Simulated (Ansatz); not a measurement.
# interstitial Ga in Al: molecular dynamics, part 2 of 2

The plan is to see whether the interstitial stays in its void or moves on. The start is relaxed first. Runs: 170 steps of 2 fs under a Langevin thermostat at 900 K; 220 steps of 3 fs under a Langevin thermostat at 1260 K. The host cell (fcc) has 32 atoms; the extra atom is the last.

Ansatz 0.2.0; DFT PBE, plane waves, PAW, scalar-relativistic, no spin polarisation. Earlier steps stand in the parts before.

## (8) Run 2

220 steps of 3 fs under a Langevin thermostat at 1260 K, starting from the last frame of an earlier run, with new velocities.

Contents of input.yaml:

```yaml
accuracy: low
crystal:
  lattice:
    - [8.1, 0.0, 0.0]
    - [0.0, 8.1, 0.0]
    - [0.0, 0.0, 8.1]
  atoms:
    - { symbol: Al, position: [0.49529469, 0.04512294, -0.02779901] }
    - { symbol: Al, position: [0.75946466, 0.23723019, -0.05404413] }
    - { symbol: Al, position: [0.78321004, 0.00055332, 0.22356582] }
    - { symbol: Al, position: [0.01044057, -0.0249598, -0.04888913] }
    - { symbol: Al, position: [0.25703101, 0.29467079, -0.03675727] }
    - { symbol: Al, position: [0.52476056, 0.48700021, -0.10529176] }
    - { symbol: Al, position: [0.74617918, 0.74424719, -0.01816512] }
    - { symbol: Al, position: [0.26961071, 0.0429132, 0.19577643] }
    - { symbol: Al, position: [0.55226275, 0.23264771, 0.24341358] }
    - { symbol: Al, position: [0.80152638, 0.52530298, 0.21392954] }
    - { symbol: Al, position: [0.49317996, -0.00641912, 0.44980458] }
    - { symbol: Al, position: [0.75944158, 0.2871974, 0.48388711] }
    - { symbol: Al, position: [0.75608722, -0.01115178, 0.7143088] }
    - { symbol: Al, position: [0.00653861, 0.57431821, -0.0248506] }
    - { symbol: Al, position: [0.26395695, 0.74712334, -0.01052383] }
    - { symbol: Al, position: [0.01190659, 0.21695512, 0.21909145] }
    - { symbol: Al, position: [0.15947526, 0.48546244, 0.22937723] }
    - { symbol: Al, position: [0.51360216, 0.83009299, 0.18046748] }
    - { symbol: Al, position: [0.02240876, 0.00458201, 0.44904339] }
    - { symbol: Al, position: [0.24630851, 0.2186364, 0.50381227] }
    - { symbol: Al, position: [0.49115331, 0.49338263, 0.49908294] }
    - { symbol: Al, position: [0.77191111, 0.75446612, 0.48155467] }
    - { symbol: Al, position: [0.25217726, -0.01329037, 0.72475459] }
    - { symbol: Al, position: [0.51805285, 0.22998808, 0.69135247] }
    - { symbol: Al, position: [0.8043142, 0.51603541, 0.72387531] }
    - { symbol: Al, position: [0.00553962, 0.78207474, 0.23731846] }
    - { symbol: Al, position: [0.01205255, 0.52254599, 0.50398496] }
    - { symbol: Al, position: [0.28299509, 0.76176689, 0.47207404] }
    - { symbol: Al, position: [0.00705802, 0.22736561, 0.70500389] }
    - { symbol: Al, position: [0.24823832, 0.51829099, 0.71595789] }
    - { symbol: Al, position: [0.51818619, 0.77634642, 0.71757819] }
    - { symbol: Al, position: [0.02246625, 0.78209784, 0.71557401] }
    - { symbol: Ga, position: [0.46564127, 0.52077999, 0.19433259] }
basis:
  ecutwfc: 420.0
kpoints:
  mp_grid: { grid: [2, 2, 2] }
hamiltonian:
  xc: pbe
  pseudopotentials: { kind: paw, azcp: { folder: soft_1 } }
scf:
  occupations: { method: fermi_dirac, width: 0.05 }
  lower_state_search: "off"
md:
  timestep: 3.0
  n_steps: 220
  ensemble: nvt_langevin
  temperature: 1260.0
  initial_velocities: maxwell_boltzmann
  seed: 978236
  friction: 0.05
```

Command:

```bash
ansatz run input.yaml --threads 2 --pin off --max-ram 5120MiB --backend cpu --events-out ev --progress --plain --runs-dir out
```

The log of the run, shortened:

```text
Warning: md: disabling space-group detection — thermal motion breaks the input geometry's symmetry, so no spatial operation reduces the k-mesh or symmetrises the density; time reversal is kept, so that k and −k are solved as one point where they differ and the mesh holds both, and exact [...]
Warning: RAYON_NUM_THREADS=2 ignored (pool sized by the plan → 2); use --threads N
[...]
Pseudopotentials: kind: paw
Pseudopotential: Al, paw, valence charge 3, recommended cutoff 420 eV (normal), <dir>
Pseudopotential: Ga, paw, valence charge 13, recommended cutoff 420 eV (normal), <dir>
Functional definition: PBE
[...]
Crystal: 33 atoms, lattice volume = 531.441 Å³
Basis set: ecut = 420 eV, 10395 PW (Γ), exchange–correlation on 120×120×120 points (8 copies of the dense FFT grid, shifted against one another)
Bands: 88, of which v1, the nominal top of the filled ones, is band 55 counted from 1 (54 counted from 0)
Symmetry: 1 space group operations
k-points: 8
[...]
SCF iter   1: F=—  HF=-20980.612920 eV  |F-HF|=—  |Δ(HF+E_count)|=         —  Δρ=2.89e-2  dr2=1.02e1  ethr=3.10e-3  ⟨swp⟩=6.5  Hψ=3250  notcnv=0  defer=13
[...]
md step     0: t =     0.00 fs  T =  1221.8 K  F+E_penalty+E_count = -20977.95212642 eV  E_kin = 5.211763 eV  (9 SCF iters)
[...]
md step     7: t =    21.00 fs  T =  1056.2 K  F+E_penalty+E_count = -20977.49840278 eV  E_kin = 4.505390 eV  (6 SCF iters)
[...]
md step    14: t =    42.00 fs  T =  1365.5 K  F+E_penalty+E_count = -20977.33844241 eV  E_kin = 5.824468 eV  (6 SCF iters)
[...]
md step    21: t =    63.00 fs  T =  1102.8 K  F+E_penalty+E_count = -20974.85770000 eV  E_kin = 4.704244 eV  (7 SCF iters)
[...]
md step    28: t =    84.00 fs  T =  1536.5 K  F+E_penalty+E_count = -20975.99161004 eV  E_kin = 6.553987 eV  (7 SCF iters)
md step    29: t =    87.00 fs  T =  1600.0 K  F+E_penalty+E_count = -20976.09667803 eV  E_kin = 6.824972 eV  (6 SCF iters)
```

## (9) The output, continued: dynamics from the last frame of the run before

Output, continued, shortened:

```text
md step    30: t =    90.00 fs  T =  1674.8 K  F+E_penalty+E_count = -20976.11416501 eV  E_kin = 7.144206 eV  (7 SCF iters)
[...]
md step    54: t =   162.00 fs  T =  1028.1 K  F+E_penalty+E_count = -20976.51824009 eV  E_kin = 4.385492 eV  (7 SCF iters)
[...]
md step    78: t =   234.00 fs  T =  1213.0 K  F+E_penalty+E_count = -20976.56867969 eV  E_kin = 5.174004 eV  (6 SCF iters)
[...]
md step   102: t =   306.00 fs  T =   840.1 K  F+E_penalty+E_count = -20976.45158997 eV  E_kin = 3.583676 eV  (6 SCF iters)
[...]
md step   124: t =   372.00 fs  T =  1062.8 K  F+E_penalty+E_count = -20975.89794078 eV  E_kin = 4.533671 eV  (6 SCF iters)
[...]
md step   125: t =   375.00 fs  T =  1043.8 K  F+E_penalty+E_count = -20976.20700544 eV  E_kin = 4.452454 eV  (6 SCF iters)
[...]
SCF converged after 8 iterations
Free energy (F): -20976.915527 eV
[...]
E sigma→0 (E₀):  -20976.888539 eV
Entropy (-TS):   -0.053977 eV (-1.636 meV/atom)
Fermi energy:    8.035528 eV
[...]
--- Forces (eV/Å), atoms counted from 1 ---
  atom   1  Al    -0.10101312     0.42513098     0.77506431
  atom   2  Al     0.09659796    -0.57871733    -0.17117715
  atom   3  Al     0.29203316    -0.35144550    -0.17554327
  atom   4  Al    -1.31372836    -0.51894817     0.04833428
  atom   5  Al     0.51395174     0.30022096     1.33922013
  atom   6  Al     0.85880286     0.43439841     0.70582392
  atom   7  Al     1.64407056    -0.59063424     0.66588277
  atom   8  Al     0.28524917    -0.19154831     0.14637365
[...]
--- MD trajectory: 220 steps, t = 0.0 → 660.0 fs ---
  final state: T = 1256.7 K   F+E_penalty+E_count = -20976.91552748 eV   E_kin = 5.360477 eV
```

Run time: 30 min. Hardware: 2 threads of Arm Neoverse V2, shared host; peak memory 1.2 GiB.

## (10) The trajectory

One step in 9; energies are changes from step 0; msd is the mean square displacement from the start, the centre of mass held:

```tsv
time (fs)	T (K)	potential energy change (meV/atom)	msd Ga (Å²)	msd Al (Å²)
0.0	1222	0.0	0.000	0.000
27.0	1477	8.2	0.010	0.050
54.0	1240	59.8	0.050	0.137
81.0	1327	64.3	0.132	0.139
108.0	1442	47.9	0.179	0.123
135.0	1260	38.1	0.142	0.144
162.0	1028	43.5	0.046	0.164
189.0	1082	49.3	0.032	0.177
216.0	1382	43.0	0.027	0.170
243.0	1336	38.0	0.055	0.183
270.0	924	75.0	0.054	0.193
297.0	1060	40.2	0.088	0.188
324.0	1224	56.3	0.145	0.189
351.0	1013	92.4	0.095	0.201
378.0	1099	42.8	0.058	0.189
405.0	1226	47.9	0.106	0.173
432.0	1439	61.7	0.178	0.180
459.0	1239	28.0	0.189	0.175
486.0	1171	20.1	0.212	0.149
513.0	1301	3.9	0.222	0.121
540.0	1271	22.9	0.280	0.110
567.0	1242	79.4	0.227	0.155
594.0	1361	45.7	0.154	0.157
621.0	1494	8.3	0.141	0.133
648.0	1319	28.8	0.151	0.130
660.0	1257	31.4	0.142	0.137
```

time (fs), T (K) and a bar:
```
      0.0       1222 ##########
     30.0       1485 ########################
     57.0       1415 ####################
     87.0       1600 ##############################
    114.0       1444 ######################
    144.0       1136 ######
    171.0       1019 
    201.0       1479 ########################
    231.0       1236 ###########
    258.0       1238 ###########
    288.0       1441 ######################
    315.0       1347 #################
    345.0       1192 #########
    372.0       1063 ##
    402.0       1149 #######
    429.0       1337 ################
    459.0       1239 ###########
    489.0       1339 #################
    516.0       1193 #########
    546.0       1307 ###############
    573.0       1255 ############
    603.0       1046 #
    630.0       1200 #########
    660.0       1257 ############
```

Pair distribution over the second half of the run:

```tsv
r (Å)	g Al–Al	g Al–Ga
0.68	0.00	0.00
0.84	0.00	0.00
1.00	0.00	0.00
1.16	0.00	0.00
1.32	0.00	0.00
1.48	0.00	0.00
1.64	0.00	0.00
1.80	0.00	0.00
1.96	0.00	0.00
2.12	0.00	0.12
2.28	0.10	1.65
2.44	0.96	3.42
2.60	2.49	2.49
2.76	3.35	0.43
2.92	2.73	0.10
3.08	1.55	0.50
3.24	0.81	0.92
3.40	0.41	1.11
3.56	0.33	1.25
3.72	0.44	0.82
3.88	0.60	0.55
```

First peaks of g(r) that rise above 1 (not always the tallest), and, where a minimum follows, the mean number of second-named atoms round a first-named one up to the next minimum:

```tsv
pair	peak (Å)	height	minimum (Å)	neighbours
Al–Al	2.76	3.3	3.56	12.1
Al–Ga	2.52	3.6	2.84	0.2
```

## (11) Snapshots as a file

Extended XYZ, with forces in eV/Å:

```xyz
33
Lattice="8.100 0.000 0.000 0.000 8.100 0.000 0.000 0.000 8.100" Properties=species:S:1:pos:R:3:forces:R:3 pbc="T T T" time_fs=219.0 T=1506 dE=1.3805
Al    3.600    0.066   -0.227    0.986   -0.409   -0.638
Al    5.883    1.648   -0.203    0.168    1.394   -0.378
Al    6.347   -0.144    1.483   -0.739   -0.754    1.520
Al    0.172   -0.003   -0.362    0.031   -0.777   -0.198
Al    1.885    2.177   -0.231    0.833   -0.933   -0.512
Al    4.451    4.183   -0.853   -0.358   -0.497    0.476
Al    6.243    6.276   -0.469    0.017   -0.408   -0.362
Al    2.026   -0.112    1.677    0.055   -0.269    0.714
Al    4.136    1.897    1.830    0.084   -3.396    0.766
Al    6.414    3.681    2.071   -0.567    0.748   -0.226
Al    3.884   -0.170    3.838    0.702    0.739   -0.304
Al    6.266    1.990    3.879   -0.183   -0.763    0.167
Al    5.813    0.231    5.749    0.399   -1.362   -0.108
Al   -0.211    3.701    0.130    0.276    0.769   -1.141
Al    2.021    5.717   -0.206    0.129    0.210   -0.078
Al    0.070    1.537    1.735   -0.373    0.886    0.459
Al    1.684    3.490    1.927   -0.687    0.727    0.940
Al    4.430    6.217    1.890    0.501    2.391   -0.365
Al   -0.054   -0.004    3.828    0.095   -0.063   -0.155
Al    1.963    1.822    3.958   -0.045    0.473   -0.463
Al    4.565    3.912    4.294   -0.690    1.167   -0.328
Al    6.437    6.054    3.755   -1.344    0.468    0.060
Al    1.901   -0.085    5.665    0.763    0.437    0.637
Al    3.921    2.032    5.852   -0.107   -0.798    0.283
Al    6.680    4.092    5.997   -1.069    0.467    0.222
Al    0.230    5.858    1.758   -1.029    0.250   -0.403
Al   -0.001    4.171    3.994    1.480   -1.466   -1.167
Al    2.210    5.883    3.360    0.284   -0.496    1.088
Al   -0.100    1.977    6.011    0.490   -0.563   -0.478
Al    1.937    3.856    5.859    0.282    0.646   -0.401
Al    3.916    6.230    5.871    0.177    0.221   -0.442
Al    0.307    6.126    5.538   -0.293   -0.176    1.307
Ga    3.930    4.072    1.601   -0.266    1.142   -0.492
33
Lattice="8.100 0.000 0.000 0.000 8.100 0.000 0.000 0.000 8.100" Properties=species:S:1:pos:R:3:forces:R:3 pbc="T T T" time_fs=441.0 T=1260 dE=1.3694
Al    4.132   -0.364   -0.386   -0.212    1.288   -1.103
Al    6.274    2.049   -0.137   -1.289   -0.954   -0.758
Al    6.098   -0.234    1.716    0.937    0.537   -0.031
Al   -0.022   -0.406   -0.596    0.641    1.592    1.624
Al    2.119    1.789   -0.269   -0.611   -0.242   -0.073
Al    4.064    3.747   -0.596    0.515   -0.609    1.503
Al    6.237    5.979   -0.275   -0.412    0.568    0.845
Al    1.992   -0.622    1.820   -0.224    0.923    0.596
Al    3.913    1.316    1.708    0.370   -0.169    0.099
Al    6.290    3.446    1.894    0.841    1.005    0.693
Al    4.361   -0.646    3.816   -0.789    0.529   -0.096
Al    5.980    1.657    3.938   -0.104    1.001   -0.977
Al    6.048    0.050    5.825    0.128   -1.776    1.013
Al    0.037    4.102   -0.321    0.281   -0.442   -0.584
Al    2.098    5.934   -0.311   -0.222   -0.578   -0.198
Al   -0.037    1.525    1.710    0.564   -0.806   -0.056
Al    1.355    3.617    1.777    1.277    0.259   -0.137
Al    4.278    6.235    1.484   -0.734   -1.583    1.011
Al   -0.257   -0.036    3.864    1.297   -1.051   -0.096
Al    2.098    1.897    3.608    0.092   -0.973    0.483
Al    4.331    3.637    4.357    0.391   -0.419   -0.214
Al    6.144    5.463    3.746    0.519    0.920   -0.337
Al    2.023   -0.211    5.683   -0.276    0.200   -0.052
Al    3.935    1.473    5.701   -0.075    0.566    0.374
Al    6.131    4.330    6.103    0.782   -1.862   -1.165
Al    0.029    5.750    1.764   -0.744    0.748    0.502
Al    0.168    3.644    4.079   -0.877    0.517   -0.053
Al    2.131    5.693    4.103   -0.567    0.280   -2.210
Al   -0.248    1.939    6.032    1.394    0.057   -0.581
Al    2.294    3.728    5.777   -2.415   -0.881    0.630
Al    3.904    5.671    5.808    1.250    1.996    0.805
Al    0.106    6.021    5.696   -0.482   -0.928   -0.601
Ga    3.892    3.846    2.032   -1.244    0.286   -0.856
33
Lattice="8.100 0.000 0.000 0.000 8.100 0.000 0.000 0.000 8.100" Properties=species:S:1:pos:R:3:forces:R:3 pbc="T T T" time_fs=660.0 T=1257 dE=1.0366
Al    4.180   -0.075   -0.374   -0.101    0.425    0.775
Al    6.089    2.015   -0.173    0.097   -0.579   -0.171
Al    6.145   -0.203    1.771    0.292   -0.351   -0.175
Al    0.119   -0.109   -0.243   -1.314   -0.519    0.048
Al    1.875    1.780   -0.210    0.514    0.300    1.339
Al    3.967    3.691   -0.459    0.859    0.434    0.706
Al    5.759    5.990   -0.219    1.644   -0.591    0.666
Al    1.884   -0.218    1.721    0.285   -0.192    0.146
Al    4.110    1.227    2.199   -0.631   -0.006   -0.780
Al    6.547    3.817    2.127   -1.445    0.115   -0.585
Al    4.002   -0.453    4.235   -0.283    0.038   -1.161
Al    6.065    1.730    3.872   -0.282    0.098    1.040
Al    6.100   -0.367    5.627    0.662    0.452    0.997
Al   -0.150    4.040   -0.059   -0.588   -0.349   -0.875
Al    1.745    5.836   -0.457    0.701    1.543    1.716
Al   -0.183    1.796    2.077    0.565   -1.463   -1.091
Al    1.385    3.667    2.026    1.097    0.806   -1.291
Al    3.941    6.215    1.853   -0.311    0.232   -0.176
Al    0.122   -0.156    3.790   -0.593   -1.107    0.389
Al    2.003    1.562    3.908    0.434    0.956   -0.371
Al    3.892    4.032    4.418   -0.422   -2.170   -0.880
Al    5.770    5.594    3.736    1.030    1.401    0.020
Al    2.217   -0.105    6.020   -1.161   -1.291   -0.158
Al    3.807    1.897    5.877    1.182   -0.438   -0.387
Al    6.098    3.863    5.723    0.714   -0.622    0.928
Al   -0.119    5.963    1.787    0.333    0.316    0.206
Al    0.230    3.869    4.094   -1.740   -1.260    1.343
Al    1.953    5.565    3.997    0.578    2.151   -0.572
Al    0.185    1.665    5.897   -1.248    0.590   -0.313
Al    1.847    3.851    6.321   -0.359   -0.952   -2.041
Al    4.074    5.734    6.083   -0.846    1.491    0.160
Al   -0.038    5.911    5.699   -0.623    0.337    0.486
Ga    3.801    3.663    1.969    0.961    0.206    0.062
```

On run 2: Against a set 1260 K the second half averages 1279 K with a spread of 157 K (in equilibrium 33 atoms would scatter by about 179 K, over a far longer run). The farthest move is 0.96 Å against a mean nearest distance of 2.5 Å: a large displacement, and the run is too short to tell whether atoms leave their places. The interstitial Ga33 strays up to 0.57 Å from where this run began and ends 0.41 Å from it (the host's drift taken out), so it has kept its site.

## (12) Outcome

What follows sums up all 2 parts.

```
                                    quantity                                    value
                     relaxation of the start                  4 moves, 7.222 eV lower
                               run 1: length                        170 steps of 2 fs
     run 1: temperature, first and last step                            873 and 683 K
             run 1: temperature, second half            mean 728 K, from 594 to 873 K
        run 1: potential energy, second half  +91 meV/atom from this run's first step
run 1: mean square displacement, second half                    Ga 0.077, Al 0.065 Å²
                               run 2: length                        220 steps of 3 fs
     run 2: temperature, first and last step                          1222 and 1257 K
             run 2: temperature, second half         mean 1279 K, from 1008 to 1729 K
        run 2: potential energy, second half  +40 meV/atom from this run's first step
run 2: mean square displacement, second half                    Ga 0.168, Al 0.157 Å²
```

In words: Mean temperatures of the second halves: 728 K, 1279 K. In the last run: the interstitial Ga33 strays up to 0.57 Å from where this run began and ends 0.41 Å from it (the host's drift taken out), so it has kept its site. Averages from a run of 660 fs with 33 atoms are rough. Accuracy level and mesh were kept low to afford the steps.
